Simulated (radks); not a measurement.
**As⁴⁺ in [Ar] 3d10 4s1: an all-electron calculation**

One table from this session's results is given with a row withheld; the runs are named, their logs left out.

Method: scalar-relativistic Kohn-Sham, r2SCAN, spin-unpolarised, spherical densities, finite nucleus. Code: radks (a radial shooting solver on a logarithmic mesh, Libxc functionals) version 1.

## Starting point

- element: arsenic (Z = 33)
- charge: +4
- electrons: 29
- configuration: [Ar] 3d10 4s1
- nuclear rms radius: 4.0968 fm

The outer shells:

As⁴⁺
```
[Ar] core
3d [↑↓][↑↓][↑↓][↑↓][↑↓]
4s [↑ ]
```

The first run:

Settings of this run:

```text
Z 33
configuration [Ar] 3d10 4s1 4p0 5s0 4d0 4f0
relativity scalar-relativistic
functional r2scan,r2scan
spin unpolarised
nucleus finite rms 4.0968 fm
c 137.035999084
```

One table of the session follows, with a row left open; its other results are not shown here.

It belongs to the step «Shells». Sizes of the orbitals, from the radial functions (bohr):

| level | <r> | outermost maximum (interpolated) | 90 % within | nodes |
| --- | --- | --- | --- | --- |
| 1s | 0.04550 | 0.0297 | 0.0813 | 0 |
| 2s | 0.2025 | 0.170 | 0.313 | 1 |
| 2p | 0.1772 | 0.136 | 0.289 | 0 |
| 3s | 0.5968 | 0.521 | 0.890 | 2 |
| 3p | 0.6153 | 0.521 | 0.942 | 1 |
| 3d | ? | ? | ? | ? |
| 4s | 1.681 | 1.50 | 2.44 | 3 |
| 4p | 1.880 | 1.68 | 2.73 | 2 |
| 4d | 2.330 | 2.12 | 3.39 | 1 |

Q: Estimate the row for 3d from the others.

**Answer.** <r>: 0.6655; outermost maximum (interpolated): 0.478; 90 % within: 1.11; nodes: 0. In the column «<r>» it lies between 3p (0.6153) and 4s (1.681).

To keep in mind: Spin polarisation and multiplet splitting are left out.
